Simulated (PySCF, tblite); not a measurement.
# C7H4F2O: dynamics, then NMR shifts on frames, part 2 of 2

tblite 0.8.0 and PySCF 2.14.0. Atoms count from 0. Earlier steps stand in the parts before.

### 5 Shielding tensors: 625 fs, PBE0/pcSseg-1

What the job is given:

```
{"job": {"kind": "nmr", "xc": "PBE0", "basis": "pcSseg-1", "pop": false}, "charge": 0, "multiplicity": 1}
C      3.515800    -0.456700    -0.168100
C      2.426900     0.164900    -0.155100
C      1.190400     0.791500    -0.128200
C      0.059400     0.080500     0.105800
C     -0.063900    -1.352700     0.172600
C     -0.533200    -2.431000     0.462600
O     -1.135600     0.811200     0.276100
C     -2.282000     0.093800     0.168900
F     -3.211400     1.010500    -0.284100
F     -2.606200    -0.287600     1.425200
H      4.363800    -1.046600     0.069900
H      1.030300     1.796300    -0.041400
H     -0.731700    -3.404300     0.843700
H     -2.085400    -0.798700    -0.530300
```

Level: GIAO PBE0/pcSseg-1 NMR shielding, non-relativistic, gas phase.

Log:

```text
coarse grid: 13344 points
cycle   1  E = -542.9751399595  dE =  1.724e+00  |g| = 9.233e-01  |ddm| = 3.789e+00
cycle   2  E = -542.8031876814  dE =  1.720e-01  |g| = 1.370e+00  |ddm| = 1.530e+00
cycle   3  E = -543.1252444033  dE = -3.221e-01  |g| = 1.781e-01  |ddm| = 9.512e-01
cycle   4  E = -543.1295379566  dE = -4.294e-03  |g| = 1.287e-01  |ddm| = 2.431e-01
cycle   5  E = -543.1334614981  dE = -3.924e-03  |g| = 3.219e-02  |ddm| = 9.966e-02
cycle   6  E = -543.1336795265  dE = -2.180e-04  |g| = 1.267e-02  |ddm| = 3.564e-02
cycle   7  E = -543.1337173632  dE = -3.784e-05  |g| = 3.056e-03  |ddm| = 1.246e-02
cycle   8  E = -543.1337193296  dE = -1.966e-06  |g| = 1.092e-03  |ddm| = 3.498e-03
final grid: 134360 points
cycle   9  E = -543.2202377689  dE = -4.014e-05  |g| = 1.120e-02  |ddm| = 4.946e-02
cycle  10  E = -543.2202062030  dE =  3.157e-05  |g| = 1.746e-02  |ddm| = 2.338e-02
cycle  11  E = -543.2202600179  dE = -5.381e-05  |g| = 2.112e-03  |ddm| = 1.435e-02
cycle  12  E = -543.2202609139  dE = -8.959e-07  |g| = 7.630e-04  |ddm| = 1.888e-03
cycle  13  E = -543.2202610379  dE = -1.240e-07  |g| = 2.867e-04  |ddm| = 7.065e-04
cycle  14  E = -543.2202610543  dE = -1.645e-08  |g| = 1.295e-04  |ddm| = 2.729e-04
cycle  15  E = -543.2202610579  dE = -3.564e-09  |g| = 3.652e-05  |ddm| = 1.092e-04
cycle  16  E = -543.2202610582  dE = -2.899e-10  |g| = 1.093e-05  |ddm| = 2.885e-05
converged SCF energy = -543.2202610582

GIAO shielding tensors (ppm)
atom      isotropic    diamagn.    paramagn.     s11        s22        s33       span
  0 C       77.850     264.266    -186.416     16.716     42.841    173.992    157.275
  1 C       99.683     255.213    -155.530     -6.599      5.207    300.442    307.041
  2 C       80.805     250.818    -170.013    -18.539    103.342    157.613    176.153
  3 C       21.940     253.783    -231.842    -93.002     68.660     90.163    183.165
  4 C      101.159     260.802    -159.644      0.915     13.590    288.972    288.057
  5 C       76.729     260.193    -183.464      6.445     37.805    185.939    179.494
  6 O      133.681     402.258    -268.577     85.602    124.951    190.491    104.889
  7 C       57.182     245.564    -188.382     44.367     57.029     70.148     25.781
  8 F      264.358     469.253    -204.895    153.635    276.352    363.088    209.453
  9 F      251.472     472.262    -220.790    168.978    251.599    333.838    164.861
 10 H       27.302      33.141      -5.839     23.786     24.488     33.632      9.846
 11 H       26.726      30.929      -4.202     23.775     25.571     30.833      7.058
 12 H       27.536      31.816      -4.281     23.399     24.717     34.492     11.093
 13 H       23.188      26.722      -3.534     18.932     23.716     26.915      7.983
```

Run time: 43 s. Hardware: 1 thread of Arm Neoverse N1, shared host; peak memory 0.85 GiB.

In short: δ C3 165.0, C7 129.7, C5 110.2, C0 109.1, H13 8.53, H11 4.99 ppm.

### 6 NMR shieldings: 800 fs, PBE0/pcSseg-1

What the job is given:

```
{"job": {"kind": "nmr", "xc": "PBE0", "basis": "pcSseg-1", "pop": false}, "charge": 0, "multiplicity": 1}
C      3.472400    -1.010800     0.045400
C      2.490300    -0.326100     0.128800
C      1.470400     0.580000     0.060400
C      0.205700     0.083500     0.364700
C     -0.080600    -1.276500     0.393600
C     -0.409900    -2.428300     0.537500
O     -0.881700     0.842900     0.578400
C     -2.124100     0.540000     0.222700
F     -2.866000     1.719100     0.101000
F     -2.772600    -0.125900     1.227200
H      4.200400    -1.728800    -0.019000
H      1.704200     1.627700     0.192700
H     -0.750500    -3.385800     0.510500
H     -2.290400    -0.054700    -0.697400
```

Level: GIAO PBE0/pcSseg-1 NMR shielding, non-relativistic, gas phase.

Log:

```text
coarse grid: 13344 points
cycle   1  E = -542.9695446343  dE =  1.941e+00  |g| = 9.411e-01  |ddm| = 3.768e+00
cycle   2  E = -542.7805648662  dE =  1.890e-01  |g| = 1.401e+00  |ddm| = 1.720e+00
cycle   3  E = -543.1219554206  dE = -3.414e-01  |g| = 2.433e-01  |ddm| = 1.090e+00
cycle   4  E = -543.1336638462  dE = -1.171e-02  |g| = 1.166e-01  |ddm| = 3.048e-01
cycle   5  E = -543.1366466905  dE = -2.983e-03  |g| = 3.573e-02  |ddm| = 9.932e-02
cycle   6  E = -543.1368955479  dE = -2.489e-04  |g| = 1.372e-02  |ddm| = 3.959e-02
cycle   7  E = -543.1369402985  dE = -4.475e-05  |g| = 2.965e-03  |ddm| = 1.684e-02
cycle   8  E = -543.1369423245  dE = -2.026e-06  |g| = 8.468e-04  |ddm| = 3.726e-03
final grid: 134360 points
cycle   9  E = -543.2233234613  dE = -4.505e-05  |g| = 9.937e-03  |ddm| = 5.368e-02
cycle  10  E = -543.2233041694  dE =  1.929e-05  |g| = 1.448e-02  |ddm| = 2.290e-02
cycle  11  E = -543.2233407250  dE = -3.656e-05  |g| = 2.021e-03  |ddm| = 1.415e-02
cycle  12  E = -543.2233416224  dE = -8.974e-07  |g| = 6.536e-04  |ddm| = 2.109e-03
cycle  13  E = -543.2233417132  dE = -9.082e-08  |g| = 1.842e-04  |ddm| = 6.392e-04
cycle  14  E = -543.2233417183  dE = -5.041e-09  |g| = 1.227e-04  |ddm| = 2.526e-04
cycle  15  E = -543.2233417218  dE = -3.520e-09  |g| = 2.095e-05  |ddm| = 1.029e-04
cycle  16  E = -543.2233417219  dE = -8.254e-11  |g| = 1.081e-05  |ddm| = 1.905e-05
converged SCF energy = -543.2233417219

GIAO shielding tensors (ppm)
atom      isotropic    diamagn.    paramagn.     s11        s22        s33       span
  0 C       82.232     261.202    -178.969     28.107     46.279    172.311    144.204
  1 C      101.627     256.907    -155.280      0.125      6.862    297.894    297.769
  2 C       77.065     246.408    -169.343    -23.675     98.588    156.283    179.958
  3 C       31.499     246.767    -215.268    -79.188     68.022    105.663    184.851
  4 C      104.468     259.672    -155.203      7.226      9.467    296.712    289.486
  5 C       82.274     259.574    -177.300     28.421     42.124    176.278    147.857
  6 O      154.224     398.670    -244.445    106.172    137.536    218.965    112.793
  7 C       60.080     238.271    -178.192     43.215     62.010     75.014     31.798
  8 F      244.097     468.398    -224.301    112.650    258.386    361.256    248.606
  9 F      241.905     470.158    -228.254    143.786    244.631    337.297    193.511
 10 H       28.796      34.579      -5.783     25.362     26.062     34.964      9.602
 11 H       25.633      27.931      -2.297     22.583     25.611     28.706      6.123
 12 H       28.846      34.800      -5.953     25.174     25.995     35.370     10.195
 13 H       24.716      27.131      -2.415     21.922     24.866     27.360      5.438
```

Run time: 43 s. Hardware: 1 thread of Arm Neoverse N1, shared host; peak memory 0.85 GiB.

Key values: δ C3 155.4, C7 126.8, C2 109.9, C0 104.7, H13 7.00, H11 6.08 ppm.

### 7 NMR shieldings: 1000 fs, PBE0/pcSseg-1

What the job is given:

```
{"job": {"kind": "nmr", "xc": "PBE0", "basis": "pcSseg-1", "pop": false}, "charge": 0, "multiplicity": 1}
C      3.493100    -1.054400     0.161100
C      2.472300    -0.417600     0.215100
C      1.367800     0.375300     0.446400
C      0.084700    -0.025200     0.460800
C     -0.197000    -1.415100     0.096400
C     -0.503500    -2.483500    -0.341500
O     -0.907700     0.812200     1.047400
C     -2.214500     0.618400     0.811000
F     -2.815200     1.642600     0.238700
F     -2.885800     0.459700     1.956200
H      4.389700    -1.556900     0.416400
H      1.666800     1.308300     0.946300
H     -0.870800    -3.347100    -0.823200
H     -2.327800    -0.272300     0.256100
```

Level: GIAO PBE0/pcSseg-1 NMR shielding, non-relativistic, gas phase.

Log:

```text
coarse grid: 13344 points
cycle   1  E = -542.9849774859  dE =  1.904e+00  |g| = 9.145e-01  |ddm| = 3.860e+00
cycle   2  E = -542.8302714767  dE =  1.547e-01  |g| = 1.296e+00  |ddm| = 1.616e+00
cycle   3  E = -543.1256830433  dE = -2.954e-01  |g| = 2.316e-01  |ddm| = 1.044e+00
cycle   4  E = -543.1370135710  dE = -1.133e-02  |g| = 1.127e-01  |ddm| = 2.508e-01
cycle   5  E = -543.1398799557  dE = -2.866e-03  |g| = 3.060e-02  |ddm| = 8.445e-02
cycle   6  E = -543.1400796919  dE = -1.997e-04  |g| = 1.198e-02  |ddm| = 3.409e-02
cycle   7  E = -543.1401131107  dE = -3.342e-05  |g| = 3.006e-03  |ddm| = 1.104e-02
cycle   8  E = -543.1401150074  dE = -1.897e-06  |g| = 1.084e-03  |ddm| = 3.111e-03
final grid: 134360 points
cycle   9  E = -543.2263765216  dE = -3.971e-05  |g| = 1.045e-02  |ddm| = 5.575e-02
cycle  10  E = -543.2263508831  dE =  2.564e-05  |g| = 1.589e-02  |ddm| = 1.856e-02
cycle  11  E = -543.2263959901  dE = -4.511e-05  |g| = 2.064e-03  |ddm| = 1.176e-02
cycle  12  E = -543.2263968655  dE = -8.754e-07  |g| = 6.713e-04  |ddm| = 1.820e-03
cycle  13  E = -543.2263969641  dE = -9.868e-08  |g| = 2.259e-04  |ddm| = 6.295e-04
cycle  14  E = -543.2263969738  dE = -9.706e-09  |g| = 1.107e-04  |ddm| = 2.206e-04
cycle  15  E = -543.2263969764  dE = -2.573e-09  |g| = 2.847e-05  |ddm| = 9.004e-05
cycle  16  E = -543.2263969766  dE = -1.742e-10  |g| = 8.192e-06  |ddm| = 2.323e-05
converged SCF energy = -543.2263969766

GIAO shielding tensors (ppm)
atom      isotropic    diamagn.    paramagn.     s11        s22        s33       span
  0 C       81.920     260.931    -179.011     22.996     38.335    184.430    161.434
  1 C      100.332     252.054    -151.723     -1.543      4.276    298.261    299.804
  2 C       74.534     249.434    -174.900    -22.699     90.522    155.778    178.477
  3 C       30.544     250.413    -219.869    -66.508     70.773     87.367    153.876
  4 C      106.230     256.872    -150.642      7.311     16.929    294.449    287.138
  5 C       85.794     259.130    -173.336     13.630     42.820    200.931    187.301
  6 O      152.931     399.424    -246.493    115.667    134.602    208.522     92.855
  7 C       69.818     240.360    -170.542     48.824     74.178     86.452     37.628
  8 F      284.506     468.476    -183.970    198.098    316.489    338.931    140.833
  9 F      274.457     466.836    -192.379    175.454    303.026    344.891    169.438
 10 H       27.520      32.303      -4.783     23.684     24.767     34.109     10.424
 11 H       25.223      27.818      -2.595     20.988     25.848     28.833      7.845
 12 H       28.027      32.994      -4.967     23.636     24.801     35.644     12.008
 13 H       25.946      29.295      -3.349     22.307     25.861     29.669      7.362
```

Wall time 42 s (1 thread of Arm Neoverse N1, shared host); peak memory 0.85 GiB.

Key values: δ C3 156.4, C7 117.1, C2 112.4, C0 105.0, H11 6.49, H13 5.77 ppm.

### 8 Side by side: NMR shifts

Shifts (ppm) of some atoms, chosen among heavy atoms and hydrogens apart, with basis size and wall time:

```
  frame     C3     C7   H11   H10     O6      F9      F8  functions  time
 250 fs  144.9  122.7  6.57  1.90  158.0   -67.1  -103.7        190  55 s
 425 fs  149.0  121.7  8.27  4.77  195.8   -90.3  -106.7        190  43 s
 625 fs  165.0  129.7  4.99  4.41  202.4   -80.5   -93.4        190  43 s
 800 fs  155.4  126.8  6.08  2.92  181.9   -71.0   -73.2        190  43 s
1000 fs  156.4  117.1  6.49  4.20  183.1  -103.5  -113.6        190  42 s
```

### 9 Results

This closing draws on all 2 parts.

| quantity | value |
| --- | --- |
| thermostat | 400 K |
| mean temperature, second half | 376 K |
| mean potential energy above the minimum | 0.54 eV |
| ¹³C shifts against TMS (PBE0/pcSseg-1, 250 fs) | 144.9, 122.7, 117.9, 105.8, 101.4, 88.3, 79.8 ppm |
| ¹H shifts against TMS (PBE0/pcSseg-1, 250 fs) | 6.94, 6.57, 1.90, 1.90 ppm |
| ¹⁷O shifts against H2O (PBE0/pcSseg-1, 250 fs) | 158.0 ppm |
| ¹⁹F shifts against CFCl3 (PBE0/pcSseg-1, 250 fs) | -67.1, -103.7 ppm |
| surface potential, 1st and 99th percentile | -1.00 V and 1.69 V |
| range of the shift of O6 | 158.0 to 202.4 ppm |

**Reading.** In the second half the potential energy averages 0.54 eV above the minimum; equipartition over 36 harmonic modes at 400 K would give 0.62 eV. With 14 atoms the temperature swings widely (255 to 526 K). Shifts at one fixed geometry are not the observed spectrum, which averages over the motion. By nearest atom (PBE0/pcSseg-1), the HOMO sits on C0, C2 about 20 % each; C3, C5 about 15 % each and the LUMO on C2, C3 about 20 % each; C5 16 %. Across the 5 runs the shift of O6 moves most, between 158.0 (250 fs) and 202.4 ppm (625 fs).
